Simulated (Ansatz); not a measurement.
# In2Bi: the cost of one run

Program: Ansatz 0.2.0. Level of theory: DFT PBEsol, with the methods named in each step. These are calculated values, not measurements.

### Step 1. Starting point

It takes space group P6/mmm (No. 191, hexagonal). The conventional cell has a = 5.638 Å, b = 5.638 Å, c = 3.278 Å, α = 90.00°, β = 90.00°, γ = 120.00°. In (site symmetry -6m2) is surrounded by 5 In at 3.26 to 3.28 Å and 6 Bi at 3.64 Å. Bi (site symmetry 6/mmm) has 2 Bi at 3.28 Å and 12 In at 3.64 Å as nearest neighbours.

Structure file:

```xyz
3
Lattice="5.6384 0.0000 0.0000 -2.8192 4.8830 0.0000 0.0000 0.0000 3.2779" Properties=species:S:1:pos:R:3 pbc="T T T"
In    2.8192    1.6277    1.6389
In    0.0000    3.2553    1.6389
Bi    0.0000    0.0000    0.0000
```

Whether this phase is the stable one at these pressures isn't tested.

Atoms are numbered in the order of the input: In1, In2, Bi3.

### Step 2. The reference volume, LAPW

Input file input.yaml:

```yaml
crystal:
  lattice:
    - [5.6383623857, 0.0, 0.0]
    - [-2.8191811929, 4.8829650618, 0.0]
    - [0.0, 0.0, 3.2778923683]
  atoms:
    - { symbol: In, position: [0.6666666667, 0.3333333333, 0.5] }
    - { symbol: In, position: [0.3333333333, 0.6666666667, 0.5] }
    - { symbol: Bi, position: [0.0, 0.0, 0.0] }
kpoints:
  mp_grid: { grid: [8, 8, 11] }
  band_path:
    path:
      - [0.0, 0.0, 0.0]
      - [0.5, 0.0, 0.0]
      - [0.3333333333, 0.3333333333, 0.0]
      - [0.0, 0.0, 0.0]
      - [0.0, 0.0, 0.5]
      - [0.5, 0.0, 0.5]
      - [0.3333333333, 0.3333333333, 0.5]
      - [0.0, 0.0, 0.5]
      - [0.5, 0.0, 0.5]
    npoints: 14
scf:
  occupations: { method: fermi_dirac, width: 0.05 }
hamiltonian:
  xc: pbesol
  pseudopotentials: { kind: all_electron, lapw: { basis_error: 0.001 } }
output:
  forces: true
  stress: true
  eigenvalues: true
  populations: true
```

Launch:

```console
$ ansatz run input.yaml --threads 1 --pin off --max-ram 3072MiB --backend cpu --events-out ev --progress --plain --runs-dir out
```

Q: Estimate wall time and peak memory on 1 thread of Intel Xeon Platinum 8259CL at 2.50GHz (Skylake/Cascade Lake), shared host.

About 64 s, with a peak of 0.55 GiB.
